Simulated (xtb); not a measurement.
# GFN2-xTB run of GeH4SO (SMILES [OH][GeH2][SH])

Wanted: a structure relaxation of GeH4SO. 

Program for the calculation: xtb 6.7.1.

6 further runs of the same task are left out: 6 set aside as unsound or not needed.

### Step 1. The molecule

GeH4SO: 7 atoms, total charge 0, spin state singlet. As SMILES, `[OH][GeH2][SH]`. The shape comes from a force field and isn't a relaxed structure. This is one conformer, not always the lowest. The run starts from this shape.

Bond lengths: O1–Ge2 1.765 Å, Ge2–S3 2.193 Å, O1–H4 1.017 Å, Ge2–H5 1.566 Å, Ge2–H6 1.565 Å, S3–H7 1.448 Å. Angles: O1–Ge2–S3 107.0°, O1–Ge2–H5 110.1°, O1–Ge2–H6 111.1°, S3–Ge2–H5 109.3°, S3–Ge2–H6 109.9°, Ge2–O1–H4 99.2°, Ge2–S3–H7 93.5°, H5–Ge2–H6 109.4°.

### Step 2. A structure relaxation at GFN2-xTB

detailed.inp

```
$chrg 0
$spin 0
$end
```

mol.sdf

```

     RDKit          3D

  7  6  0  0  0  0  0  0  0  0999 V2000
   -1.6197   -0.7545   -0.0212 O   0  0  0  0  0  0  0  0  0  0  0  0
   -0.1023    0.1444   -0.0769 Ge  0  0  0  0  0  4  0  0  0  0  0  0
    1.4633   -1.1894    0.6830 S   0  0  0  0  0  0  0  0  0  0  0  0
   -2.2446   -0.0428   -0.3927 H   0  0  0  0  0  0  0  0  0  0  0  0
    0.2324    0.5449   -1.5534 H   0  0  0  0  0  0  0  0  0  0  0  0
   -0.1786    1.4342    0.8062 H   0  0  0  0  0  0  0  0  0  0  0  0
    2.5106   -0.2049    0.5094 H   0  0  0  0  0  0  0  0  0  0  0  0
  2  1  1  0
  3  2  1  0
  4  1  1  0
  5  2  1  0
  6  2  1  0
  7  3  1  0
M  END
$$$$
```

The run is started by

```sh
$ xtb mol.sdf -I detailed.inp -o --json --parallel 1 > xtb.out
```

**Question.** What will come out? Wanted: total energy at the end; dipole moment; HOMO energy; LUMO energy; HOMO–LUMO gap; dispersion energy; mean polarisability.

Answer, from the run:

At GFN2-xTB:

| quantity | value |
| --- | --- |
| total energy at the end | -11.32445 Eh |
| dipole moment | 3.27 D |
| HOMO energy | -10.61 eV |
| LUMO energy | -5.30 eV |
| HOMO–LUMO gap | 5.31 eV |
| dispersion energy | -9.15 kJ/mol |
| mean polarisability (D4 model) | 59.3 bohr³ |

In words: At the final geometry: Bond lengths: O1–Ge2 1.736 Å, Ge2–S3 2.187 Å, O1–H4 0.954 Å, Ge2–H5 1.519 Å, Ge2–H6 1.519 Å, S3–H7 1.329 Å. Angles: O1–Ge2–S3 102.5°, O1–Ge2–H5 109.1°, O1–Ge2–H6 109.2°, S3–Ge2–H5 113.1°, S3–Ge2–H6 113.1°, Ge2–O1–H4 119.0°, Ge2–S3–H7 94.5°, H5–Ge2–H6 109.6°. The optimisation took 10 steps and changed the energy by -0.334 eV. Mulliken charges run from -0.45 on O1 to +0.31 on H4.
